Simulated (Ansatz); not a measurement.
# Si2Ag2Pt: the cost of one run

Method: reference: DFT PBE, plane waves, PAW, scalar-relativistic, no spin polarisation, in Ansatz 0.2.0.

1 further run of the same task is left out (for a known fault of the program).

### Step 1. Starting point

The structure is tetragonal, space group I4/mmm (No. 139). Conventional cell: a = 3.969 Å, b = 3.969 Å, c = 10.304 Å, α = 90.00°, β = 90.00°, γ = 90.00°. Pt (site symmetry 4/mmm) is surrounded by 8 Si at 3.00 Å and 8 Ag at 3.25 Å. Si (site symmetry 4mm) is surrounded by 1 Si at 2.14 Å and 4 Ag at 2.49 Å and 4 Pt at 3.00 Å. Ag (site symmetry -4m2) is surrounded by 4 Si at 2.49 Å and 4 Ag at 2.81 Å.

Structure file:

```cif
data_structure
_symmetry_space_group_name_H-M 'P 1'
_symmetry_Int_Tables_number 1
_cell_length_a 3.9688
_cell_length_b 3.9688
_cell_length_c 5.8669
_cell_angle_alpha 70.230
_cell_angle_beta 70.230
_cell_angle_gamma 90.000
_cell_volume 81.15
loop_
_atom_site_label
_atom_site_type_symbol
_atom_site_fract_x
_atom_site_fract_y
_atom_site_fract_z
_atom_site_occupancy
Pt1 Pt 0.00000 0.00000 0.00000 1
Si1 Si 0.39630 0.39630 0.20740 1
Si2 Si 0.60370 0.60370 0.79260 1
Ag1 Ag 0.75000 0.25000 0.50000 1
Ag2 Ag 0.25000 0.75000 0.50000 1
```

### Step 2. The reference run

input.yaml reads:

```yaml
crystal:
  lattice:
    - [0.0, 3.968815, 0.0]
    - [3.968815, 0.0, 0.0]
    - [1.984408, 1.984408, -5.152118]
  atoms:
    - { symbol: Pt, position: [0.0, 0.0, 0.0] }
    - { symbol: Si, position: [0.3963, 0.3963, 0.2074] }
    - { symbol: Si, position: [0.6037, 0.6037, 0.7926] }
    - { symbol: Ag, position: [0.75, 0.25, 0.5] }
    - { symbol: Ag, position: [0.25, 0.75, 0.5] }
  symmetry: { tolerance: 0.0003 }
kpoints:
  mp_grid: { grid: [5, 5, 5], shift: [0, 0, 0] }
magnetization:
  spin_polarized: false
scf:
  occupations: { method: fermi_dirac, width: 0.141 }
hamiltonian:
  pseudopotentials: { kind: paw }
  xc: pbe
basis:
  ecutwfc: 420
output:
  forces: true
  stress: true
  eigenvalues: true
  write_density: true
  write_potential: true
  elf: true
  volumetric_format: npy
```

Launch:

```bash
$ ansatz run input.yaml --threads 1 --pin off --max-ram 2560MiB --backend cpu --events-out ev --progress --plain --runs-dir out
```

Q: Estimate wall time and peak memory on 1 thread of Arm Neoverse V2, shared host.

About 4.5 s, with a peak of 0.36 GiB.
